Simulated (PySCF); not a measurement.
# C6H5Cl3Ge (GePhCl3): the cost of one run

The runs use PySCF 2.14.0, with density-fitted response routines of our own; the level of theory stands in each step. All values are computed, except where a source is named. Atoms count from 0, in the outputs and in this text.

## 1. The starting structure

15 atoms, charge 0, multiplicity 1; geometry from: GFN2-xTB. The atoms were then displaced at random by about 0.03 Å, so the start is not that level's minimum.

Bonds of the start (Å): Ge0–C1 1.99, Ge0–Cl12 2.02, Ge0–Cl13 2.26, Ge0–Cl14 2.14, C1–C2 1.41, C1–C6 1.42, C2–C3 1.41, C2–H7 1.01, C3–C4 1.31, C3–H8 1.20, C4–C5 1.36, C4–H9 1.14, C5–C6 1.38, C5–H10 1.10, C6–H11 1.06.

## 2. Optimising the geometry at PBE0-D3(BJ)/def2-SVP

What the job is given:

```
{"job": {"xc": "PBE0", "basis": "def2-SVP", "d3": "d3bj", "grid": 1, "maxiter": 40, "shake": 0.03, "kind": "geom"}, "charge": 0, "multiplicity": 1}
Ge     0.090390    -0.027900    -2.477220
C     -0.004940     0.008750    -0.492140
C     -1.081380     0.628130     0.179980
C     -0.939030     0.606330     1.579240
C     -0.036200    -0.067560     2.248530
C      0.991360    -0.645710     1.580220
C      1.053310    -0.632690     0.204350
H     -1.760420     1.157340    -0.352550
H     -1.848640     1.094540     2.186040
H     -0.051110    -0.081730     3.389610
H      1.765550    -1.174310     2.150590
H      1.845090    -1.099510    -0.321990
Cl     1.937340     0.091260    -3.289600
Cl    -1.031770     1.773310    -3.242600
Cl    -0.962330    -1.706360    -3.298480
```

On the command line:

```console
OMP_NUM_THREADS=2 python probes_run.py task.json out
```

One launch serves the whole session: the jobs run in the order shown.

**Question.** How long does this first job take on 2 threads of AMD EPYC 9R45, shared host, and how much memory does it need?

About 1.7 min, with a peak of 1.2 GiB.
